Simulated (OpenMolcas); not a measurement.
# Pd⁵⁺ among point charges: CASSCF and CASPT2 levels and susceptibility

How does a field of 3 point charges split the states of Pd⁵⁺, and what χT follows?

The numbers are computed with OpenMolcas 26.06 (state-averaged CASSCF and CASPT2, spin-orbit coupling by RASSI with atomic mean-field integrals), except any that are marked as measured or tabulated.

## Step 1: Starting point

```
Species                           : Pd⁵⁺ (palladium, Z = 46, 41 electrons)
Basis                             : ANO-RCC-VTZP [7s6p4d2f1g], 68 functions
Scalar Hamiltonian                : DKH2, point nucleus
Inactive shells                   : 1s 2s 2p 3s 3p 3d 4s 4p
Active space                      : 5 electrons in 5 orbitals (4d)
Some configurations of this space : 4d5
Orbitals                          : optimised for each spin and parity, averaged over all roots
```

The outer shells:

4d5
```
4d [↑ ][↑ ][↑ ][↑ ][↑ ]
```

The ion sits among 3 point charges of -2 e arranged as a planar triangle (D3h), 2.24 Å from the ion.

The work runs as a chain of OpenMolcas steps in one folder; each step below is one input file. Labels, J, g values, rates, χT and fits are worked out afterwards by a script from the matrices that RASSI stores.

## Step 2: Basis and integrals

File a.inp:

```
&GATEWAY
Coord
1

Pd 0.0 0.0 0.0
Basis=ANO-RCC-VTZP
Group=NoSym
NoMove
AngMom=0.0 0.0 0.0
AMFI
XField
3 Angstrom 0
2.240000 0.000000 0.000000 -2.000000
-1.120000 1.939897 0.000000 -2.000000
-1.120000 -1.939897 0.000000 -2.000000
&SEWARD
```

Started as:

```
OMP_NUM_THREADS=1 MOLCAS_MEM=1689 MOLCAS_PROJECT=a pymolcas a.inp > a.log
```

## Step 3: CASSCF: sextets, 1 root

File a.inp:

```
&RASSCF
FileOrb=start.orb
Symmetry=1
Spin=6
nActEl=5 0 0
Inactive=18
Ras2=5
CIRoot=1 1 1
SDav=1
CIMx=300
Iter=120 100
PrWF=0.3
OrbListing=Nothing
MaxOrb=0
>>> COPY $Project.JobIph JOB001
```

start.orb holds the contracted functions of the basis, ordered by shell, or the orbitals of the step before.

## Step 4: CASSCF: quartets, 24 roots

File a.inp:

```
&RASSCF
FileOrb=start.orb
Symmetry=1
Spin=4
nActEl=5 0 0
Inactive=18
Ras2=5
CIRoot=24 24 1
SDav=24
CIMx=300
Iter=120 100
PrWF=0.3
OrbListing=Nothing
MaxOrb=0
>>> COPY $Project.JobIph JOB002
```

## Step 5: CASSCF: doublets, 75 roots

File a.inp:

```
&RASSCF
FileOrb=start.orb
Symmetry=1
Spin=2
nActEl=5 0 0
Inactive=18
Ras2=5
CIRoot=75 75 1
SDav=75
CIMx=300
Iter=120 100
PrWF=0.3
OrbListing=Nothing
MaxOrb=0
>>> COPY $Project.JobIph JOB003
```

## Step 6: RASSI: spin-orbit coupling between the states

File a.inp:

```
&RASSI
NrOfJobIphs=3 1 24 75
1
1 2 3 4 5 6 7 8 9 10 11 12 13 14 15 16 17 18 19 20 21 22 23 24
1 2 3 4 5 6 7 8 9 10 11 12 13 14 15 16 17 18 19 20 21 22 23 24 25 26 27
28 29 30 31 32 33 34 35 36 37 38 39 40 41 42 43 44 45 46 47 48 49 50 51
52 53 54 55 56 57 58 59 60 61 62 63 64 65 66 67 68 69 70 71 72 73 74 75
IphNames
JOB001
JOB002
JOB003
EJob
SpinOrbit
DIPRint=1.0
SOCoupling=1000.0
Subsets=2
Property=9
'ANGMOM' 1 'ANGMOM' 2 'ANGMOM' 3 'MLTPL  1' 1 'MLTPL  1' 2 'MLTPL  1' 3
'AMFI' 1 'AMFI' 2 'AMFI' 3
SOProperty=3
'ANGMOM' 1 'ANGMOM' 2 'ANGMOM' 3
```

## Step 7: CASPT2: IPEA 0.25, imaginary shift 0.1 (closed shells correlated: 4s 4p)

File a.inp:

```
>>> COPY JOB001 $Project.JobIph
&CASPT2
Multistate=1 1
Frozen=14
IPEA=0.25
Imaginary=0.1
MaxIter=60
WThr=0.0 0.3 0.05
PrWF=0.5
NoMix
>>> COPY JOB002 $Project.JobIph
&CASPT2
Multistate=24 1 2 3 4 5 6 7 8 9 10 11 12 13 14 15 16 17 18 19 20 21 22
23 24
NoMult
Frozen=14
IPEA=0.25
Imaginary=0.1
MaxIter=60
WThr=0.0 0.3 0.05
PrWF=0.5
NoMix
>>> COPY JOB003 $Project.JobIph
&CASPT2
Multistate=75 1 2 3 4 5 6 7 8 9 10 11 12 13 14 15 16 17 18 19 20 21 22
23 24 25 26 27 28 29 30 31 32 33 34 35 36 37 38 39 40 41 42 43 44 45 46
47 48 49 50 51 52 53 54 55 56 57 58 59 60 61 62 63 64 65 66 67 68 69 70
71 72 73 74 75
NoMult
Frozen=14
IPEA=0.25
Imaginary=0.1
MaxIter=60
WThr=0.0 0.3 0.05
PrWF=0.5
NoMix
```

(Steps that only read results are left out.)

Q: Predict the outcome of this session. Wanted: spin-free ground state; lowest level; next level.

**Answer**, as computed:

| quantity | value |
| --- | --- |
| method | SS-CASPT2, IPEA 0.25, imaginary shift 0.1 (closed shells correlated: 4s 4p) |
| spin-free ground state | 6A1, 1-fold in its orbital part |
| lowest level | 2-fold E1/2, g = 1.99, 5.98, 5.98 |
| next level | 6.5 cm⁻¹ |
| χT at 300 K | 4.35 cm³ K/mol |
| effective moment at 300 K | 5.90 μB |

Cost by method:

```csv
method,time of its own steps,time with the reference
A. CASSCF,24 s,24 s
"B. SS-CASPT2, IPEA 0.25, imaginary shift 0.1, +4s 4p",23 s,47 s
```

Times are of one thread on a shared host.

The spin-free ground state (6A1) comes to 100 % from free-ion S terms and keeps the highest spin of the shell. χT at 300 K is 4.35, against 4.39 cm³ K/mol for the spin alone, as a half-filled shell (L = 0) has no orbital moment. An active space of the d shell alone favours high spin; real ions in strong fields can be low spin. CASPT2 does not keep the components of a term degenerate, and the means are used. The field of point charges can differ much from that of real complexes. With metal d orbitals alone active, the gaps between spin states are rough; where two lie within a few thousand cm-1, their order is open. This is an electrostatic model: the charges have no orbitals.
